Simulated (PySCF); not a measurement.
# C3H10Ge (SMILES C[CH2][GeH2][CH3]): levels of theory compared

We compute a comparison of 6 runs (HF/def2-SVP, B3LYP/6-31G*, PBE0/def2-SVPD, MP2/3-21G, CCSD(T)/cc-pVDZ) of C3H10Ge. The job is set up through a Python script.

The calculation is run with PySCF 2.14.0.

**1. The structure to begin with**

C3H10Ge: 14 atoms, total charge 0, spin state singlet. As SMILES, `C[CH2][GeH2][CH3]`. The coordinates come from a PBE0-D4/def2-TZVP relaxation. This is one conformer, not always the lowest.

Bond lengths: C1–C2 1.523 Å, C2–Ge3 1.963 Å, Ge3–C4 1.956 Å, C1–H5 1.093 Å, C1–H6 1.094 Å, C1–H7 1.093 Å, C2–H8 1.094 Å, C2–H9 1.094 Å, Ge3–H10 1.545 Å, Ge3–H11 1.544 Å, C4–H12 1.091 Å, C4–H13 1.091 Å, C4–H14 1.091 Å. Some angles: C1–C2–Ge3 113.2°, C2–Ge3–C4 110.8°, C1–C2–H8 110.7°, C1–C2–H9 110.6°, Ge3–C2–H8 107.7°, Ge3–C2–H9 107.8°, C2–C1–H5 111.7°, C2–C1–H6 111.6°, C2–C1–H7 111.4°, C2–Ge3–H10 109.1°.

**2. Energy and gradient at HF/def2-SVP (run 1)**

Input file input.xyz:

```xyz
14

C     -0.804700     1.069400     1.273300
C     -0.602700    -0.424200     1.057900
Ge     0.856500    -0.836300    -0.188200
C      0.504900    -0.061400    -1.949500
H     -1.051300     1.582300     0.339900
H     -1.618500     1.268300     1.976400
H      0.096500     1.540700     1.674800
H     -1.514600    -0.885900     0.667400
H     -0.384300    -0.924100     2.005700
H      2.176800    -0.259100     0.370200
H      1.019600    -2.366100    -0.319400
H      0.423900     1.024500    -1.881100
H     -0.427900    -0.455000    -2.357000
H      1.312900    -0.302300    -2.641600
```

Input file calc.py:

```python
from pyscf import gto, scf

mol = gto.Mole()
mol.atom = 'input.xyz'
mol.basis = 'def2-svp'
mol.verbose = 3
mol.max_memory = 1860
mol.charge = 0
mol.build()

mf = scf.RHF(mol)
mf.conv_tol = 1e-10
mf.kernel()
if not mf.converged:
    mf = mf.newton().run(mf.mo_coeff, mf.mo_occ)

etot = mf.e_tot
print(f'total energy: {etot:.8f} hartree')
grad = mf.nuc_grad_method().kernel()
mf.analyze()
```

On the command line:

```sh
$ OMP_NUM_THREADS=1 python calc.py
```

Standard output:

```text
converged SCF energy = -2194.44580869034
[... 13 lines left out ...]
MO #4   energy= -46.2048437507969  occ= 2
[... 14 lines left out ...]
MO #19  energy= -0.929342053758907 occ= 2
[... 14 lines left out ...]
MO #34  energy= 0.219522787274183  occ= 0
[... 14 lines left out ...]
MO #49  energy= 0.557013463563751  occ= 0
[... 14 lines left out ...]
MO #64  energy= 0.932780450359892  occ= 0
[... 14 lines left out ...]
MO #79  energy= 1.62894827042753   occ= 0
[... 14 lines left out ...]
MO #94  energy= 2.13624847492132   occ= 0
[... 14 lines left out ...]
MO #109 energy= 2.78339684349589   occ= 0
[... 14 lines left out ...]
MO #124 energy= 3.40143083041546   occ= 0
[... 15 lines left out ...]
Dipole moment(X, Y, Z, Debye): -0.61526,  0.33778, -0.09123
```

Run time: 19 s. Hardware: 1 thread of Intel Xeon Platinum 8488C (Sapphire Rapids), shared host; peak memory 0.34 GiB.

**3. Energy and forces at B3LYP/6-31G(d) (spherical functions) (run 2)**

Input file start.xyz:

```xyz
14

C     -0.804700     1.069400     1.273300
C     -0.602700    -0.424200     1.057900
Ge     0.856500    -0.836300    -0.188200
C      0.504900    -0.061400    -1.949500
H     -1.051300     1.582300     0.339900
H     -1.618500     1.268300     1.976400
H      0.096500     1.540700     1.674800
H     -1.514600    -0.885900     0.667400
H     -0.384300    -0.924100     2.005700
H      2.176800    -0.259100     0.370200
H      1.019600    -2.366100    -0.319400
H      0.423900     1.024500    -1.881100
H     -0.427900    -0.455000    -2.357000
H      1.312900    -0.302300    -2.641600
```

Input file run.py:

```python
import pyscf.grad
from pyscf import gto, dft

molecule = gto.Mole()
molecule.atom = 'start.xyz'
molecule.verbose = 4
molecule.basis = '6-31g*'
molecule.charge = 0
molecule.spin = 0
molecule.max_memory = 1860
molecule.build()

calc0 = dft.RKS(molecule, xc='b3lyp')
calc0.grids.level = 5
calc0.conv_tol = 1e-10
calc0.kernel()
if not calc0.converged:
    calc0 = calc0.newton().run(calc0.mo_coeff, calc0.mo_occ)

etot = calc0.e_tot
print('Final energy', etot)
grad = calc0.Gradients().kernel()
calc0.analyze()
```

On the command line:

```sh
$ OMP_NUM_THREADS=1 python run.py
```

Standard output:

```text
PySCF version 2.14.0

[... 100 lines left out ...]
Two-electron Energy =                 1140.960170425350043
[... 13 lines left out ...]
MO #10  energy= -4.38440584081407  occ= 2
[... 11 lines left out ...]
MO #22  energy= -0.441408652914367 occ= 2
[... 11 lines left out ...]
MO #34  energy= 0.100610793701744  occ= 0
[... 11 lines left out ...]
MO #46  energy= 0.31158719658979   occ= 0
[... 11 lines left out ...]
MO #58  energy= 0.76664553366743   occ= 0
[... 11 lines left out ...]
MO #70  energy= 1.10857380583576   occ= 0
[... 11 lines left out ...]
MO #82  energy= 2.1110377276744    occ= 0
[... 11 lines left out ...]
MO #94  energy= 3.52798234823961   occ= 0
[... 111 lines left out ...]
Dipole moment(X, Y, Z, Debye): -0.67635,  0.38266, -0.12521
```

It took 41 s on 1 thread of Intel Xeon Platinum 8488C (Sapphire Rapids), shared host; peak memory 0.94 GiB.

Run 3 isn't shown in full; the table further down has it.

**4. Energy and gradient at PBE0/def2-SVPD (run 4)**

Input file input.py:

```python
from pyscf import gto, dft

mol = gto.Mole()
mol.atom = [
    ('C', (-0.804700, 1.069400, 1.273300)),
    ('C', (-0.602700, -0.424200, 1.057900)),
    ('Ge', (0.856500, -0.836300, -0.188200)),
    ('C', (0.504900, -0.061400, -1.949500)),
    ('H', (-1.051300, 1.582300, 0.339900)),
    ('H', (-1.618500, 1.268300, 1.976400)),
    ('H', (0.096500, 1.540700, 1.674800)),
    ('H', (-1.514600, -0.885900, 0.667400)),
    ('H', (-0.384300, -0.924100, 2.005700)),
    ('H', (2.176800, -0.259100, 0.370200)),
    ('H', (1.019600, -2.366100, -0.319400)),
    ('H', (0.423900, 1.024500, -1.881100)),
    ('H', (-0.427900, -0.455000, -2.357000)),
    ('H', (1.312900, -0.302300, -2.641600)),
]
mol.max_memory = 1860
mol.basis = 'def2-svpd'
mol.verbose = 4
mol.charge = 0
mol.build()

mf = dft.RKS(mol, xc='pbe0')
mf.grids.level = 5
mf.conv_tol = 1e-10
mf.kernel()
if not mf.converged:
    mf = mf.newton().run(mf.mo_coeff, mf.mo_occ)

e_final = mf.e_tot
print('E = %.10f Eh' % e_final)
grad = mf.nuc_grad_method().kernel()
mf.analyze()
```

On the command line:

```sh
$ OMP_NUM_THREADS=1 python input.py
```

Standard output:

```text
PySCF version 2.14.0

[... 105 lines left out ...]
MO #2   energy= -49.8799647854328  occ= 2
[... 21 lines left out ...]
MO #24  energy= -0.417707406914801 occ= 2
[... 21 lines left out ...]
MO #46  energy= 0.165857245350255  occ= 0
[... 21 lines left out ...]
MO #68  energy= 0.362995043701708  occ= 0
[... 21 lines left out ...]
MO #90  energy= 0.548050306117052  occ= 0
[... 21 lines left out ...]
MO #112 energy= 0.985198506003279  occ= 0
[... 21 lines left out ...]
MO #134 energy= 1.70903681385643   occ= 0
[... 21 lines left out ...]
MO #156 energy= 2.27142696912426   occ= 0
[... 21 lines left out ...]
MO #178 energy= 3.20635753097508   occ= 0
[... 195 lines left out ...]
Dipole moment(X, Y, Z, Debye): -0.64941,  0.35803, -0.08020
```

Wall time 100 s (1 thread of Intel Xeon Platinum 8488C (Sapphire Rapids), shared host); peak memory 2.4 GiB.

Run 5 isn't shown in full; the table further down has it.

**5. A single-point energy at CCSD(T)/cc-pVDZ (run 6)**

Input file job.py:

```python
from pyscf import gto, scf, cc

system = gto.M(
    atom=[
    ('C', (-0.804700, 1.069400, 1.273300)),
    ('C', (-0.602700, -0.424200, 1.057900)),
    ('Ge', (0.856500, -0.836300, -0.188200)),
    ('C', (0.504900, -0.061400, -1.949500)),
    ('H', (-1.051300, 1.582300, 0.339900)),
    ('H', (-1.618500, 1.268300, 1.976400)),
    ('H', (0.096500, 1.540700, 1.674800)),
    ('H', (-1.514600, -0.885900, 0.667400)),
    ('H', (-0.384300, -0.924100, 2.005700)),
    ('H', (2.176800, -0.259100, 0.370200)),
    ('H', (1.019600, -2.366100, -0.319400)),
    ('H', (0.423900, 1.024500, -1.881100)),
    ('H', (-0.427900, -0.455000, -2.357000)),
    ('H', (1.312900, -0.302300, -2.641600)),
],
    spin=0,
    basis='cc-pvdz',
    max_memory=1860,
    verbose=3,
)

mf = scf.RHF(system)
mf.conv_tol = 1e-10
mf.kernel()
if not mf.converged:
    mf = mf.newton().run(mf.mo_coeff, mf.mo_occ)

mycc = cc.CCSD(mf, frozen=12)
mycc.kernel()
e_t = mycc.ccsd_t()
e_final = mycc.e_tot + e_t
print('E = %.10f Eh' % e_final)
dip = mf.dip_moment()
pop, q = mf.mulliken_pop()
```

On the command line:

```sh
$ OMP_NUM_THREADS=1 python job.py
```

Standard output:

```text
converged SCF energy = -2194.76510478715
[... 3 lines left out ...]
Dipole moment(X, Y, Z, Debye): -0.63711,  0.34869, -0.09125
[... 134 lines left out ...]
charge of   13H =      0.05410
```

Wall time 1.7 min (1 thread of Intel Xeon Platinum 8488C (Sapphire Rapids), shared host); peak memory 1.6 GiB.

**6. Overview of the runs**

```csv
run,level,integration grid,Cartesian functions,energy (Eh),dipole moment (D) of the reference,HOMO energy (eV),LUMO energy (eV),wall time
1,HF/def2-SVP,–,no,-2194.445809,0.71,-10.99,4.38,19 s
2,B3LYP/6-31G* (spherical functions),5,no,-2197.101581,0.79,-7.60,1.41,41 s
3,B3LYP/6-31G* (Cartesian functions),5,yes,-2197.108924,0.79,-7.60,1.40,42 s
4,PBE0/def2-SVPD,5,no,-2196.587416,0.75,-8.04,0.54,100 s
5,MP2/3-21G,–,no,-2184.454046,0.66,-10.84,5.16,5.7 s
6,CCSD(T)/cc-pVDZ,–,no,-2195.414606,0.73,-10.89,4.53,1.7 min
```

**7. Outcome**

| quantity | value |
| --- | --- |
| run 6: total energy | -2195.41461 Eh |
| run 6: dipole moment (Hartree–Fock density) | 0.73 D |
| run 6: HOMO energy (Hartree–Fock orbitals) | -10.89 eV |
| run 6: LUMO energy (Hartree–Fock orbitals) | 4.53 eV |
| run 6: HOMO–LUMO gap (Hartree–Fock orbitals) | 15.43 eV |
| run 6: correlation energy (12 core orbitals frozen) | -649.5 mEh |
| run 6: (T) correction | -18.00 mEh |
| run 6: T1 diagnostic | 0.007 |

What this shows: Over runs 1, 2, 3, 4 the dipole moment (its size) runs from 0.71 D (HF/def2-SVP) to 0.79 D (B3LYP/6-31G*). The two ends differ in method and basis. Over runs 1, 2, 3, 4 the HOMO–LUMO gap runs from 8.58 eV (PBE0/def2-SVPD) to 15.37 eV (HF/def2-SVP). Totals of different functionals can't be ranked against each other. All runs together took 5.1 min, the longest 1.7 min.
